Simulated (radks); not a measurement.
**Sc²⁺ in [Ar] 4p1: an all-electron calculation**

One table from this session's results is given with a row withheld; the runs are named, their logs left out.

Program: radks (a radial shooting solver on a logarithmic mesh, Libxc functionals) version 1. Level of theory: non-relativistic Kohn-Sham, LDA (Slater exchange, Perdew-Wang correlation), spin-unpolarised, spherical densities, point nucleus. These are calculated values, not measurements, unless marked.

## The system

```
element       : scandium (Z = 21)
charge        : +2
electrons     : 19
configuration : [Ar] 4p1
```

The outer shells:

Sc²⁺
```
[Ar] core
4p [↑ ][  ][  ]
```

Set-up of the first run:

Input:

```text
Z 21
configuration [Ar] 4p1 4s0 3d0 5p0 4f0
relativity non-relativistic
functional lda,pw
spin unpolarised
nucleus point
```

One of the session's tables, all rows but one given; the rest of the session is left out.

It belongs to the step «Radial structure». From the orbitals of this run (lengths in bohr):

```
level      <r>  outermost maximum (interpolated)  90 % within  nodes
   1s  0.07375                            0.0485        0.131      0
   2s   0.3472                             0.287        0.540      1
   2p   0.3092                             0.233        0.509      0
   3s        ?                                 ?            ?      ?
   3p    1.138                             0.958         1.74      1
   3d    1.403                              1.01         2.34      0
   4s    2.931                              2.63         4.25      3
   4p    3.372                              3.03         4.91      2
   5p    6.796                              6.65         9.67      3
   4f    5.930                              5.16         8.75      0
```

**Question.** Estimate the row for 3s.

The run gave: <r>: 1.066; outermost maximum (interpolated): 0.927; 90 % within: 1.59; nodes: 2. In the column «<r>» it lies between 2s (0.3472) and 3p (1.138).
